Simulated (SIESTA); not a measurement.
Crystal: GaGe3.

```
Ge Ga
1.0
     4.27847    0.00000    0.00000
     0.00000    4.27847    0.00000
     0.00000    0.00000    4.27847
Ge Ga
3 1
Direct
  0.50000 0.50000 0.00000
  0.50000 0.00000 0.50000
  0.00000 0.50000 0.50000
  0.00000 0.00000 0.00000
```

The cell comes from a database or a generator and needn't be the stable form of this composition.

Base run:

| Property | Result |
| --- | --- |
| Program | SIESTA 5.4.2 |
| Functional | PBEsol |
| Potentials or basis | PseudoDojo 0.4 standard (PBEsol files) |
| Basis | TZDP (energy shift 0.003 Ry; two zetas on semicore shells) |
| Grid cutoff | 800 Ry |
| Energy shift | 0.003 Ry |
| k mesh | 6 × 6 × 6 |
| Occupations | fermi-dirac, width 0.05 eV |
| Spin | no spin polarisation |

Its results: band gap on the k mesh none (metal or under the smearing width); pressure -2.9 GPa.

**Question.** The run is repeated on the same cell with these changes: basis from TZDP (energy shift 0.003 Ry; two zetas on semicore shells) to DZ (energy shift 0.003 Ry; two zetas on semicore shells). What comes out?

**Answer.** Band gap on the k mesh none (metal or under the smearing width); pressure -0.6 GPa.

Caveats: the basis of atomic orbitals isn't converged, which shifts pressures, moduli and gaps; the basis has no polarisation orbitals (some runs).
